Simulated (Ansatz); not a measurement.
# C₄H₁₂CdN₂: a ladder of functionals and wavefunction methods

The task here is to estimate one member of a computed series from the others.

Computed with Ansatz 0.2.0, Gaussian basis. Level: functionals in def2-TZVPP, the program's frozen cores in correlated methods.

Levels to be run: LDA (SPW92), PBE-D4, revPBE-D4, BLYP-D4, r2SCAN-D4, B97M-V, PBE0-D4, B3LYP-D4, r2SCANh-D4, r2SCAN0-D4, HSE06-D4, BHLYP-D4, CAM-B3LYP-D4, LC-ωPBE, ωB97X-V, ωB97M-V, B2PLYP, PBE-QIDH; CCSD(T)/def2-SVP; CCSD(T)/def2-TZVPP; MP2/def2-QZVPP; extrapolation to the limit; RPA on PBE.

## The geometry

All runs share one geometry, relaxed beforehand with PBE0-D4 in a triple-zeta def2 set. Cd takes the def2 core potential; no spin-orbit term is included.

SMILES `C[N](C)[Cd][N](C)C`, 19 atoms, charge 0, spin multiplicity 1.

Atoms are counted from 1 here; the program's logs count them from 0.

Bond lengths: C1–N2 1.438 Å, C1–H8 1.105 Å, C1–H9 1.102 Å, C1–H10 1.093 Å, N2–C3 1.439 Å, N2–Cd4 1.996 Å, C3–H11 1.102 Å, C3–H12 1.105 Å, C3–H13 1.093 Å, Cd4–N5 1.996 Å, N5–C6 1.438 Å, N5–C7 1.439 Å, C6–H14 1.093 Å, C6–H15 1.105 Å, C6–H16 1.102 Å, C7–H17 1.093 Å, C7–H18 1.105 Å, C7–H19 1.102 Å. Angles: N2–C1–H8 113.6°, N2–C1–H9 110.5°, N2–C1–H10 111.4°, H8–C1–H9 106.5°, H8–C1–H10 107.5°, H9–C1–H10 107.0°, C1–N2–C3 111.8°, C1–N2–Cd4 121.1°, C3–N2–Cd4 120.9°, N2–C3–H11 110.5°, N2–C3–H12 113.6°, N2–C3–H13 111.4°, H11–C3–H12 106.5°, H11–C3–H13 107.0°, H12–C3–H13 107.5°, N2–Cd4–N5 173.7°, Cd4–N5–C6 121.1°, Cd4–N5–C7 120.9° and more.

Set-up of the first run:

File in.yaml:

```yaml
crystal:
  periodic: [false, false, false]
  atoms:
    - {symbol: C, position_ang: [2.596397, -0.932924, 1.121377]}
    - {symbol: N, position_ang: [1.813091, -0.841958, -0.081203]}
    - {symbol: C, position_ang: [2.118828, -1.906679, -0.998939]}
    - {symbol: Cd, position_ang: [0.013637, 0.022623, -0.075807]}
    - {symbol: N, position_ang: [-1.744284, 0.947068, -0.277537]}
    - {symbol: C, position_ang: [-2.910399, 0.485936, 0.426443]}
    - {symbol: C, position_ang: [-1.810403, 2.357376, -0.553229]}
    - {symbol: H, position_ang: [2.430697, -1.866574, 1.687837]}
    - {symbol: H, position_ang: [3.672024, -0.897125, 0.884358]}
    - {symbol: H, position_ang: [2.388972, -0.097999, 1.795888]}
    - {symbol: H, position_ang: [3.186698, -1.886618, -1.270519]}
    - {symbol: H, position_ang: [1.917462, -2.913362, -0.591480]}
    - {symbol: H, position_ang: [1.550499, -1.808103, -1.927603]}
    - {symbol: H, position_ang: [-2.872432, -0.593387, 0.595886]}
    - {symbol: H, position_ang: [-3.055505, 0.971313, 1.407967]}
    - {symbol: H, position_ang: [-3.820510, 0.688862, -0.160881]}
    - {symbol: H, position_ang: [-0.940932, 2.693135, -1.124556]}
    - {symbol: H, position_ang: [-1.873121, 2.983142, 0.354770]}
    - {symbol: H, position_ang: [-2.702621, 2.590674, -1.156572]}
basis:
  gaussian: {orbitals: def2-TZVPP}
hamiltonian: {xc: lda}
output: {orbitals: {seedname: orbitals}}
```

Started as:

```
ansatz run in.yaml --threads 2 --pin off --events-out ev --progress --plain --max-ram 32768MiB --backend cuda --devices 0, --max-vram 18GiB
```

Steps of the session up to this table: LDA; PBE-D4 (GGA); revPBE-D4 (GGA); BLYP-D4 (GGA); r2SCAN-D4 (meta-GGA); B97M-V (meta-GGA); PBE0-D4 (hybrid); B3LYP-D4 (hybrid); r2SCANh-D4 (hybrid); r2SCAN0-D4 (hybrid); HSE06-D4 (hybrid); BHLYP-D4 (hybrid); CAM-B3LYP-D4 (range-separated); LC-ωPBE (range-separated); ωB97X-V (range-separated); ωB97M-V (range-separated); B2PLYP (double hybrid); PBE-QIDH (double hybrid).

One table of the session follows, with a row left open; its other results are not shown here.

It belongs to the step «Frontier levels by functional». 

```
  functional  HOMO (eV)  gap (eV)
 LDA (SPW92)      -4.51      2.88
      PBE-D4      -4.35      2.94
   revPBE-D4      -4.28      2.99
     BLYP-D4      -4.26      2.91
   r2SCAN-D4      -4.53      3.36
      B97M-V      -4.66      3.23
     PBE0-D4      -5.54      4.98
    B3LYP-D4      -5.37      4.52
  r2SCANh-D4      -4.99      4.12
  r2SCAN0-D4      -5.69      5.26
    HSE06-D4      -5.14      4.21
    BHLYP-D4      -6.72      6.87
CAM-B3LYP-D4      -6.90      7.22
     LC-ωPBE      -8.17      9.72
     ωB97X-V      -7.87      9.18
     ωB97M-V          ?         ?
```

Estimate the missing values for ωB97M-V.

**Answer.** HOMO (eV): -7.82; gap (eV): 8.81. In the column «HOMO (eV)» it lies between ωB97X-V (-7.87) and CAM-B3LYP-D4 (-6.90).
